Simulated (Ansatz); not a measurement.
# As₄: basis-set convergence

The task here is to estimate one member of a computed series from the others.

The runs use Ansatz 0.2.0, Gaussian basis; one geometry, several basis sets.

Levels to be run: PBE0-D4/def2-SVP; ωB97M-V/def2-SVP; PBE0-D4/def2-QZVPP; ωB97M-V/def2-QZVPP; the functionals' def2-TZVPP values are taken from earlier runs.

## The relaxed structure

An earlier PBE0-D4 in a triple-zeta def2 set relaxation fixed the geometry.

SMILES `[As]12[As]3[As]1[As]23`, 4 atoms, charge 0, spin multiplicity 1.

Atoms are counted from 1 here; the program's logs count them from 0.

Bond lengths: As1–As2 2.424 Å, As1–As3 2.424 Å, As1–As4 2.424 Å, As2–As3 2.424 Å, As2–As4 2.424 Å, As3–As4 2.424 Å. Angles: As2–As1–As3 60.0°, As2–As1–As4 60.0°, As3–As1–As4 60.0°, As1–As2–As3 60.0°, As1–As2–As4 60.0°, As3–As2–As4 60.0°, As1–As3–As2 60.0°, As1–As3–As4 60.0°, As2–As3–As4 60.0°, As1–As4–As2 60.0°, As1–As4–As3 60.0°, As2–As4–As3 60.0°.

As a file:

```xyz
4
As4
As    0.4082   -1.0376    0.9802
As   -0.2450    1.2812    0.7088
As   -1.2432   -0.4307   -0.6877
As    1.0800    0.1871   -1.0013
```

The first run:

The input, in.yaml:

```yaml
crystal:
  periodic: [false, false, false]
  atoms:
    - {symbol: As, position_ang: [0.408242, -1.037622, 0.980154]}
    - {symbol: As, position_ang: [-0.244983, 1.281232, 0.708840]}
    - {symbol: As, position_ang: [-1.243243, -0.430683, -0.687664]}
    - {symbol: As, position_ang: [1.079985, 0.187074, -1.001329]}
basis:
  gaussian: {orbitals: def2-SVP}
hamiltonian: {xc: pbe0, dispersion: d4}
output: {orbitals: {seedname: orbitals}}
```

The run is started by

```sh
> ansatz run in.yaml --threads 4 --pin off --events-out ev --progress --plain --max-ram 10444MiB
```

Among the steps run: PBE0-D4 in def2-SVP; ωB97M-V in def2-SVP; PBE0-D4 in def2-QZVPP; ωB97M-V in def2-QZVPP.

One of the session's tables, all rows but one given; the rest of the session is left out.

It belongs to the step «Functionals by basis». 

```
functional       basis  HOMO (eV)
   PBE0-D4    def2-SVP      -7.03
   PBE0-D4  def2-TZVPP      -7.00
   PBE0-D4  def2-QZVPP          ?
   ωB97M-V    def2-SVP      -8.85
   ωB97M-V  def2-TZVPP      -8.82
   ωB97M-V  def2-QZVPP      -8.85
```

Q: Estimate the row for PBE0-D4, def2-QZVPP from the others.

As computed: HOMO (eV): -7.01. In the column «HOMO (eV)» it lies between PBE0-D4, def2-SVP (-7.03) and PBE0-D4, def2-TZVPP (-7.00).
